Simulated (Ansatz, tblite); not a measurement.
# C26H8F6S8: a ladder of methods and basis sets

The task here is to estimate one member of a computed series from the others.

Computed with Ansatz 0.2.0, Gaussian basis. Level: as each input shows.

Plan: GFN1-xTB, GFN2-xTB, PBE-D4/def2-SVP, r2SCAN-D4/def2-SVP, HF/def2-SVP, BHLYP-D4/def2-SVP, BLYP-D4/def2-SVP, r2SCAN-D4/def2-mTZVP, HF/STO-3G, RPA/def2-SVP.

1 further run of the same task is left out (it didn't finish).

## The relaxed structure

The singlet was relaxed beforehand with PBE-D4/def2-SVP.

SMILES `FC(F)(F)c1cc2sc(-c3cc4sc(-c5cc6sc(-c7cc8sc(C(F)(F)F)cc8s7)cc6s5)cc4s3)cc2s1`, 48 atoms, charge 0, spin multiplicity 1.

Bond lengths: F1–C2 1.357 Å, C2–F3 1.352 Å, C2–F4 1.356 Å, C2–C5 1.498 Å, C5–C6 1.384 Å, C5–S40 1.754 Å, C6–C7 1.420 Å, C6–H41 1.097 Å, C7–S8 1.740 Å, C7–C39 1.411 Å, S8–C9 1.768 Å, C9–C10 1.444 Å, C9–C38 1.395 Å, C10–C11 1.396 Å, C10–S37 1.769 Å, C11–C12 1.415 Å, C11–H42 1.098 Å, C12–S13 1.740 Å and more. Angles: F1–C2–F3 107.7°, F1–C2–F4 106.5°, F1–C2–C5 112.0°, F3–C2–F4 107.9°, F3–C2–C5 110.6°, F4–C2–C5 111.9°, C2–C5–C6 126.4°, C2–C5–S40 120.1°, C6–C5–S40 113.5°, C5–C6–C7 110.8°, C5–C6–H41 123.0°, C7–C6–H41 126.1°, C6–C7–S8 135.2°, C6–C7–C39 114.0°, S8–C7–C39 110.7°, C7–S8–C9 91.4°, S8–C9–C10 120.1°, S8–C9–C38 112.1° and more.

PBE0-D4/def2-SVP was run before; its log isn't repeated, and its numbers join the tables.

Set-up of the first run:

Tight binding, by tblite at 300 K electronic temperature and without a spin-polarisation term:

```python
tblite.interface.Calculator('GFN1-xTB', numbers, positions, charge=0, uhf=0).singlepoint()
```

Tight binding, by tblite at 300 K electronic temperature and without a spin-polarisation term:

```python
tblite.interface.Calculator('GFN2-xTB', numbers, positions, charge=0, uhf=0).singlepoint()
```

start.molden holds the orbitals of an earlier run on this state, given as this run's starting guess.

The input, in.yaml:

```yaml
crystal:
  periodic: [false, false, false]
  atoms:
    - {symbol: F, position_ang: [13.430432, -0.759519, 0.464640]}
    - {symbol: C, position_ang: [12.893901, 0.264735, -0.244804]}
    - {symbol: F, position_ang: [13.336024, 0.158423, -1.518154]}
    - {symbol: F, position_ang: [13.404726, 1.406276, 0.278980]}
    - {symbol: C, position_ang: [11.396770, 0.251414, -0.204193]}
    - {symbol: C, position_ang: [10.547018, 0.074685, -1.282453]}
    - {symbol: C, position_ang: [9.190176, 0.104430, -0.866056]}
    - {symbol: S, position_ang: [7.650435, -0.038937, -1.662714]}
    - {symbol: C, position_ang: [6.792283, 0.139479, -0.127539]}
    - {symbol: C, position_ang: [5.349413, 0.107195, -0.096252]}
    - {symbol: C, position_ang: [4.504591, 0.600076, 0.900134]}
    - {symbol: C, position_ang: [3.143466, 0.378956, 0.584760]}
    - {symbol: S, position_ang: [1.627011, 0.743874, 1.356205]}
    - {symbol: C, position_ang: [0.720997, 0.011181, 0.024634]}
    - {symbol: C, position_ang: [-0.720011, -0.017384, 0.051510]}
    - {symbol: C, position_ang: [-1.586507, -0.435136, -0.963414]}
    - {symbol: C, position_ang: [-2.940393, -0.323171, -0.572078]}
    - {symbol: S, position_ang: [-4.471580, -0.656949, -1.330040]}
    - {symbol: C, position_ang: [-5.350195, -0.113345, 0.106179]}
    - {symbol: C, position_ang: [-6.791624, -0.140850, 0.116003]}
    - {symbol: C, position_ang: [-7.657886, -0.490717, -0.920873]}
    - {symbol: C, position_ang: [-9.014676, -0.395639, -0.521314]}
    - {symbol: S, position_ang: [-10.544422, -0.672246, -1.302596]}
    - {symbol: C, position_ang: [-11.398078, -0.218666, 0.160862]}
    - {symbol: C, position_ang: [-12.894473, -0.263597, 0.200950]}
    - {symbol: F, position_ang: [-13.447395, 0.445607, -0.813547]}
    - {symbol: F, position_ang: [-13.369771, -1.529524, 0.091508]}
    - {symbol: F, position_ang: [-13.354876, 0.245978, 1.365712]}
    - {symbol: C, position_ang: [-10.557230, 0.128644, 1.204886]}
    - {symbol: C, position_ang: [-9.197176, 0.026950, 0.812034]}
    - {symbol: S, position_ang: [-7.664600, 0.302795, 1.588619]}
    - {symbol: C, position_ang: [-4.484530, 0.299672, 1.121417]}
    - {symbol: C, position_ang: [-3.129594, 0.179776, 0.734558]}
    - {symbol: S, position_ang: [-1.599217, 0.508115, 1.493439]}
    - {symbol: C, position_ang: [1.568404, -0.487998, -0.968855]}
    - {symbol: C, position_ang: [2.929283, -0.273888, -0.649960]}
    - {symbol: S, position_ang: [4.446149, -0.641486, -1.420152]}
    - {symbol: C, position_ang: [7.666443, 0.316079, 0.945248]}
    - {symbol: C, position_ang: [9.018980, 0.301462, 0.520253]}
    - {symbol: S, position_ang: [10.556019, 0.453518, 1.322189]}
    - {symbol: H, position_ang: [10.905234, -0.066456, -2.309403]}
    - {symbol: H, position_ang: [4.871043, 1.119768, 1.794794]}
    - {symbol: H, position_ang: [-1.240113, -0.790019, -1.941802]}
    - {symbol: H, position_ang: [-7.309747, -0.795181, -1.916544]}
    - {symbol: H, position_ang: [-10.924184, 0.437230, 2.191297]}
    - {symbol: H, position_ang: [-4.834960, 0.675856, 2.091633]}
    - {symbol: H, position_ang: [1.204962, -0.990418, -1.874098]}
    - {symbol: H, position_ang: [7.329478, 0.418913, 1.984409]}
basis:
  gaussian: {orbitals: def2-SVP, fitting: {mean_field: def2-universal-jkfit}, initial_orbitals: start.molden}
hamiltonian: {xc: pbe, dispersion: d4}
scf: {omitted_lower_state_checks: [starts]}
output: {orbitals: {seedname: orbitals}}
```

Started as:

```sh
$ ansatz run in.yaml --threads 2 --pin off --events-out ev --progress --plain --max-ram 20480MiB --backend cuda --devices 0, --max-vram 18GiB
```

Among the steps run: PBE-D4/def2-SVP; r2SCAN-D4/def2-SVP; HF/def2-SVP; BHLYP-D4/def2-SVP; BLYP-D4/def2-SVP; r2SCAN-D4/def2-mTZVP; HF/STO-3G; RPA/def2-SVP.

One of the session's tables, all rows but one given; the rest of the session is left out.

It belongs to the step «Binding energy». 

```
               level  binding an atom (eV)
           HF/STO-3G                 4.000
         HF/def2-SVP                 3.611
     PBE-D4/def2-SVP                 5.597
    BLYP-D4/def2-SVP                 5.325
  r2SCAN-D4/def2-SVP                 5.339
r2SCAN-D4/def2-mTZVP                     ?
    PBE0-D4/def2-SVP                 5.403
   BHLYP-D4/def2-SVP                 4.999
```

Estimate the missing values for r2SCAN-D4/def2-mTZVP.

**Answer.** binding an atom (eV): 5.199. In the column «binding an atom (eV)» it lies between BHLYP-D4/def2-SVP (4.999) and BLYP-D4/def2-SVP (5.325).

To keep in mind: Free atoms were run apart at each level; binding is atoms less cluster, divided by the number of atoms, without zero-point or spin-orbit terms.
